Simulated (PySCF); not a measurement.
# [InS2]-: one geometry, several methods and rigid scans

How much do the numbers for [InS2]- (singlet) hang on the method? All levels run at one geometry, the PBE0 minimum. Rigid scans about the minimum follow.

Program: PySCF 2.14.0. Level of theory: several methods, basis In def2-TZVPD with ECP28, S def2-TZVPD, scalar-relativistic core potentials, no spin–orbit coupling, density fitting. These are calculated values, not measurements.

## 1. Where the work starts

3 atoms, charge -1, spin multiplicity 1.

Bond lengths: In1–S2 2.242 Å, In1–S3 2.242 Å. Angles: S2–In1–S3 180.0°.

```xyz
3
charge -1 multiplicity 1
In    0.0000    0.0000    0.0000
S     0.0000    0.0000    2.2420
S     0.0000    0.0000   -2.2420
```

## 2. PBE0

One driver script runs all steps and calls PySCF; scf.py shows the equivalent input of each level. Each SCF starts from the density of the minimum. The driver also runs the species with one electron less or more at the same geometry (one less: multiplicity 2); their logs are not shown.

Contents of scf.py:

```python
from pyscf import gto, scf, dft
mol = gto.M(atom='''
In    -0.000000     0.000000     0.000000
S      0.000000     0.000000     2.241978
S     -0.000000    -0.000000    -2.241978''',
    basis={'In': 'def2-TZVPD', 'S': 'def2-TZVPD'},
    ecp={'In': 'def2-TZVPD'},
    charge=-1, spin=0)
mf = dft.RKS(mol, xc='PBE0')
mf.grids.atom_grid = (99, 590)
aux = {'In': 'def2-universal-JKFIT', 'S': 'def2-universal-JKFIT'}
mf = mf.density_fit(auxbasis=aux)
mf.kernel()
```

## 3. HF

Edit scf.py of step 2 so:

```diff
@@ -9,2 +9 @@
-mf = dft.RKS(mol, xc='PBE0')
-mf.grids.atom_grid = (99, 590)
+mf = scf.RHF(mol)
```

## 4. MP2

Edit scf.py of step 3 so:

```diff
@@ -12,0 +13,2 @@
+from pyscf.mp import dfmp2
+dfmp2.DFMP2(mf, frozen=14).kernel()  # the driver gives MP2 a fitting basis of its own (RI)
```

## 5. PBE

Edit scf.py of step 4 so:

```diff
@@ -9 +9,2 @@
-mf = scf.RHF(mol)
+mf = dft.RKS(mol, xc='PBE')
+mf.grids.atom_grid = (99, 590)
@@ -13,2 +13,0 @@
-from pyscf.mp import dfmp2
-dfmp2.DFMP2(mf, frozen=14).kernel()  # the driver gives MP2 a fitting basis of its own (RI)
```

## 6. r2SCAN

Edit scf.py of step 5 so:

```diff
@@ -9 +9 @@
-mf = dft.RKS(mol, xc='PBE')
+mf = dft.RKS(mol, xc='R2SCAN')
```

## 7. B3LYP

Edit scf.py of step 6 so:

```diff
@@ -9 +9 @@
-mf = dft.RKS(mol, xc='R2SCAN')
+mf = dft.RKS(mol, xc='B3LYP')
```

## 8. TPSSh

Edit scf.py of step 7 so:

```diff
@@ -9 +9 @@
-mf = dft.RKS(mol, xc='B3LYP')
+mf = dft.RKS(mol, xc='TPSSH')
```

## 9. TPSS

Edit scf.py of step 8 so:

```diff
@@ -9 +9 @@
-mf = dft.RKS(mol, xc='TPSSH')
+mf = dft.RKS(mol, xc='TPSS')
```

## 10. M06-2X

Edit scf.py of step 9 so:

```diff
@@ -9 +9 @@
-mf = dft.RKS(mol, xc='TPSS')
+mf = dft.RKS(mol, xc='M062X')
```

## 12. Breathing scan

A rigid scan with PBE0: all bonds to the central atom are scaled together. Each point starts from its neighbour's orbitals, and energies count from the minimum. Dipoles of the ion refer to the centre of mass.

## 13. Stretching one bond

A rigid scan with PBE0: the bond from In to the last atom (S) is scaled and the rest held.

## 14. Bending curve

A rigid scan with PBE0: the S–In–S angle changes, with bonds held.

## 15. Map over both bonds

A rigid scan with PBE0: rows scale the first bond (In–S), columns the second (In–S).

(Steps that only read results are left out.)

What does the calculation give? Wanted: vertical ionisation energy, range; orbital gap, range; all bonds 4 % longer; one bond 20 % longer.

The runs gave:

| quantity | value |
| --- | --- |
| vertical ionisation energy, range | 3.15 (HF) to 4.30 (MP2) eV |
| orbital gap, range | 2.87 (PBE) to 8.18 (HF) eV |
| all bonds 4 % longer | 12.1 kJ/mol |
| one bond 20 % longer | 94.7 kJ/mol |

**Reading.** The vertical ionisation energy spreads over 1.15 eV, from HF to MP2; without a CCSD(T) value for it there is no yardstick here. The well is lopsided, 16.0 kJ/mol for 4 % shorter bonds against 12.1 for 4 % longer ones.
